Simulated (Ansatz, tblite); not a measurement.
# C₁₉H₁₄N₂S₄: removing and adding an electron, part 3 of 3

What does removing or adding an electron cost or gain for C₁₉H₁₄N₂S₄? Each charged state is run at several levels.

Ansatz 0.2.0, Gaussian basis; as each input shows.

## Step 11: Charge -1 doublet, PBE0-D4/def2-TZVP

in.yaml

```yaml
crystal:
  periodic: [false, false, false]
  atoms:
    - {symbol: C, position_ang: [-7.268968, 1.098870, 0.527455]}
    - {symbol: N, position_ang: [-6.674007, 0.216027, -0.456832]}
    - {symbol: C, position_ang: [-7.476393, -0.924724, -0.833335]}
    - {symbol: C, position_ang: [-5.296124, -0.007770, -0.380943]}
    - {symbol: C, position_ang: [-4.574374, -1.161957, -0.663284]}
    - {symbol: C, position_ang: [-3.162983, -0.981889, -0.578484]}
    - {symbol: C, position_ang: [-2.769055, 0.307399, -0.211575]}
    - {symbol: C, position_ang: [-1.465489, 0.852508, 0.008705]}
    - {symbol: C, position_ang: [-1.083233, 2.159246, 0.355775]}
    - {symbol: C, position_ang: [0.303881, 2.339386, 0.499131]}
    - {symbol: C, position_ang: [1.060340, 1.171130, 0.263435]}
    - {symbol: C, position_ang: [2.469572, 0.990762, 0.313121]}
    - {symbol: C, position_ang: [3.471011, 1.938171, 0.622813]}
    - {symbol: C, position_ang: [4.775281, 1.429167, 0.581809]}
    - {symbol: C, position_ang: [4.855195, 0.061270, 0.237162]}
    - {symbol: C, position_ang: [5.994271, -0.772192, 0.099514]}
    - {symbol: C, position_ang: [6.063571, -2.143944, -0.246906]}
    - {symbol: C, position_ang: [7.365891, -2.658573, -0.292588]}
    - {symbol: C, position_ang: [8.365086, -1.713840, 0.013036]}
    - {symbol: C, position_ang: [9.755763, -1.890887, 0.059158]}
    - {symbol: N, position_ang: [10.930373, -2.039580, 0.097067]}
    - {symbol: S, position_ang: [7.625400, -0.139434, 0.370052]}
    - {symbol: S, position_ang: [3.221002, -0.573775, -0.035128]}
    - {symbol: S, position_ang: [-0.026602, -0.166121, -0.138392]}
    - {symbol: S, position_ang: [-4.204238, 1.326948, 0.009622]}
    - {symbol: H, position_ang: [-6.684391, 2.038967, 0.600025]}
    - {symbol: H, position_ang: [-8.299629, 1.364902, 0.213369]}
    - {symbol: H, position_ang: [-7.319024, 0.653180, 1.555975]}
    - {symbol: H, position_ang: [-8.522928, -0.600665, -1.005882]}
    - {symbol: H, position_ang: [-7.089182, -1.364059, -1.775337]}
    - {symbol: H, position_ang: [-7.487825, -1.738437, -0.060218]}
    - {symbol: H, position_ang: [-5.046441, -2.119838, -0.918564]}
    - {symbol: H, position_ang: [-2.433051, -1.783034, -0.760730]}
    - {symbol: H, position_ang: [-1.821382, 2.963105, 0.496233]}
    - {symbol: H, position_ang: [0.772704, 3.296732, 0.764751]}
    - {symbol: H, position_ang: [3.229756, 2.980530, 0.873513]}
    - {symbol: H, position_ang: [5.673623, 2.026448, 0.795959]}
    - {symbol: H, position_ang: [5.160567, -2.734125, -0.457043]}
    - {symbol: H, position_ang: [7.612030, -3.699892, -0.542430]}
basis:
  gaussian: {orbitals: def2-TZVP, fitting: {mean_field: def2-universal-jkfit}, initial_orbitals: start.molden}
total_charge: -1
magnetization: {spin_polarized: true, initial_magnetization: 1}
hamiltonian: {xc: pbe0, dispersion: d4}
scf: {omitted_lower_state_checks: [starts]}
output: {orbitals: {seedname: orbitals}}
```

Started as:

```sh
> ansatz run in.yaml --threads 2 --pin off --events-out ev --progress --plain --max-ram 32768MiB --backend cuda --devices 0, --max-vram 18GiB
```

The log of the run, cut to the lines that bear on the results:

```text
Functional definition: PBE0
  name "PBE0"
  cite "Adamo & Barone, J. Chem. Phys. 110, 6158 (1999) doi:10.1063/1.478522"
  cite "Perdew, Burke & Ernzerhof, Phys. Rev. Lett. 77, 3865 (1996) doi:10.1103/PhysRevLett.77.3865"
  parent pbe
[...]
2343 factors; integrals over basis functions are off by at most 4.3e-1 eV
[...]
mean field -66219.90625727 eV, -2433.5366694899 hartree, gradient 1.5e-5 eV, S^2 0.787916; 0 other end points of the search recorded, 0 dependent functions left out
reference -66219.90632527 eV, -2433.5366719892 hartree; 104, 103 occupied and 779, 780 virtual orbitals, 2343 factors
Total energy: -66221.43232840 eV, -2433.5927515698 hartree
Checks for a lower state left out: starts
```

It took 21 s on 1 × H100 (card shared with other runs) with 2 threads of AMD EPYC 7R13, shared host.

HOMO -0.61 eV, LUMO 0.73 eV (over both spins); ⟨S²⟩ 0.788 (pure: 0.75).

## Step 12: Charge -1 doublet, PBE-D4/def2-TZVP

in.yaml, as its differences from that of step 11:

```diff
@@ -46,3 +46,3 @@
 magnetization: {spin_polarized: true, initial_magnetization: 1}
-hamiltonian: {xc: pbe0, dispersion: d4}
+hamiltonian: {xc: pbe, dispersion: d4}
 scf: {omitted_lower_state_checks: [starts]}
```

The command is unchanged.

The log of the run, cut to the lines that bear on the results:

```text
Functional definition: PBE
  name "PBE"
  cite "Perdew, Burke & Ernzerhof, Phys. Rev. Lett. 77, 3865 (1996) doi:10.1103/PhysRevLett.77.3865"
  parent pbe
[...]
2343 factors; integrals over basis functions are off by at most 4.3e-1 eV
[...]
mean field -66215.54822561 eV, -2433.3765147807 hartree, gradient 2.4e-5 eV, S^2 0.752982; 0 other end points of the search recorded, 0 dependent functions left out
reference -66215.54831800 eV, -2433.3765181758 hartree; 104, 103 occupied and 779, 780 virtual orbitals, 2343 factors
Total energy: -66217.31994672 eV, -2433.4416243306 hartree
Checks for a lower state left out: starts
```

It took 14 s on 1 × H100 (card shared with other runs) with 2 threads of AMD EPYC 7R13, shared host.

Report: HOMO -0.09 eV, LUMO 0.12 eV (over both spins); ⟨S²⟩ 0.753 (pure: 0.75).

## Step 13: Adiabatic electron affinity

Starting state less charged state (positive: the electron is bound), singlet to doublet; the starting state's energies are those of its earlier runs.

| level | adiabatic electron affinity (eV) | time |
| --- | --- | --- |
| PBE-D4/def2-TZVP | +1.53 | 29 s |
| PBE0-D4/def2-TZVP | +1.43 | 40 s |

Times add the two runs; a level without a time comes out of a correlated run.

## Step 14: What came out

What follows sums up all 3 parts.

| quantity | value |
| --- | --- |
| vertical ionisation energy, functionals in def2-TZVP | 6.00 (PBE-D4) to 6.19 eV (PBE0-D4) |
| vertical electron affinity, functionals in def2-TZVP | 1.43 (PBE0-D4) to 1.46 eV (PBE-D4) |
| adiabatic electron affinity, functionals in def2-TZVP | 1.43 (PBE0-D4) to 1.53 eV (PBE-D4) |
| relaxation of the anion side, PBE-D4/def2-TZVP | 0.07 eV |

The vertical ionisation energy spans 6.00 to 6.19 eV over the functionals. −ε(HOMO) misses the level's own difference by -1.09 eV at best (PBE0-D4) and -1.62 eV at worst (PBE-D4). The vertical electron affinity spans 1.43 to 1.46 eV over the functionals. −ε(LUMO) misses the level's own difference by +1.02 eV at best (PBE0-D4) and +1.51 eV at worst (PBE-D4). The adiabatic electron affinity spans 1.43 to 1.53 eV over the functionals. Relaxing the reduced state gains 0.07 eV at PBE-D4/def2-TZVP.
